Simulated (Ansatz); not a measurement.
# HfH2O (triplet): wave-function methods side by side at a displaced geometry (v2), def2-SVP

An exercise on one series of results from a longer session: the logs are not shown, and one member is left open.

The runs use Ansatz 0.2.0, Gaussian basis; def2-SVP, core rule «outside noble gas», up to 5 orbitals frozen.

To be run: UHF; CCSD(T) on ROHF; CCSD(T) on UHF; CISD as a restricted active space (open shells left free, so some higher excitations enter); CCSDT(Q) on ROHF; CCSDT(Q) on UHF.

24 further runs of the same task are left out: 5 for a known fault of the program, 4 that didn't finish, 15 set aside as unsound or not needed. Runs told in other sessions of the task aren't counted.

## What is computed

The geometry is a PBE0/def2-TZVP stationary point (not a proven minimum) with its atoms shifted at random (size 0.100 Å). No spin-orbit coupling is included. Elements past krypton take def2 core potentials.

4 atoms, charge 0, spin multiplicity 3.

Atoms are counted from 1 here; the program's logs count them from 0.

Bond lengths: Hf1–O2 2.289 Å, O2–H3 1.018 Å, O2–H4 0.945 Å. Angles: Hf1–O2–H3 118.8°, Hf1–O2–H4 119.8°, H3–O2–H4 101.4°.

Set-up of the first run:

Contents of in.yaml:

```yaml
crystal:
  periodic: [false, false, false]
  atoms:
    - {symbol: Hf, position_ang: [0.016528, -0.000152, 0.214196]}
    - {symbol: O, position_ang: [-0.202115, 0.008222, -2.064459]}
    - {symbol: H, position_ang: [0.099156, -0.810856, -2.589469]}
    - {symbol: H, position_ang: [0.182265, 0.707183, -2.571255]}
basis:
  gaussian: {orbitals: def2-SVP}
magnetization: {spin_polarized: true, initial_magnetization: 2}
hamiltonian: {xc: hf}
output: {orbitals: {seedname: orbitals}}
```

On the command line:

```
$ ansatz run in.yaml --threads 1 --pin off --events-out ev --progress --plain --max-ram 2393MiB
```

Among the steps run: UHF; CCSD(T) on ROHF; CCSD(T) on UHF; CISD as a restricted active space (open shells left free, so some higher excitations enter); CCSDT(Q) on ROHF; CCSDT(Q) on UHF.

One table of the session follows, with a row left open; its other results are not shown here.

It belongs to the step «Misses and costs». 

```
   method  from RCCSDT(Q) (meV)
     ROHF               +7541.4
      UHF               +7421.5
     RMP2                +751.8
     UMP2                +692.4
    RCCSD                +232.7
    UCCSD                +168.0
 RCCSD(T)                     ?
 UCCSD(T)                  -2.5
   RCCSDT                 +19.5
   UCCSDT                 -35.5
RCCSDT(Q)                     0
UCCSDT(Q)                 -54.0
```

**Question.** Estimate the row for RCCSD(T).

As computed: from RCCSDT(Q) (meV): +58.6. In the column «from RCCSDT(Q) (meV)» it lies between RCCSDT (+19.5) and UCCSD (+168.0).

Not comparable, so not listed: CISD as a restricted active space (open shells left free, so some higher excitations enter) (they don't share determinant, frozen orbitals or solution with the rows shown, or repeat one).

To keep in mind: Restricted and unrestricted rows rest on different reference determinants; a gap between their highest levels can come from leftover correlation error, from unlike frozen cores or from another state.
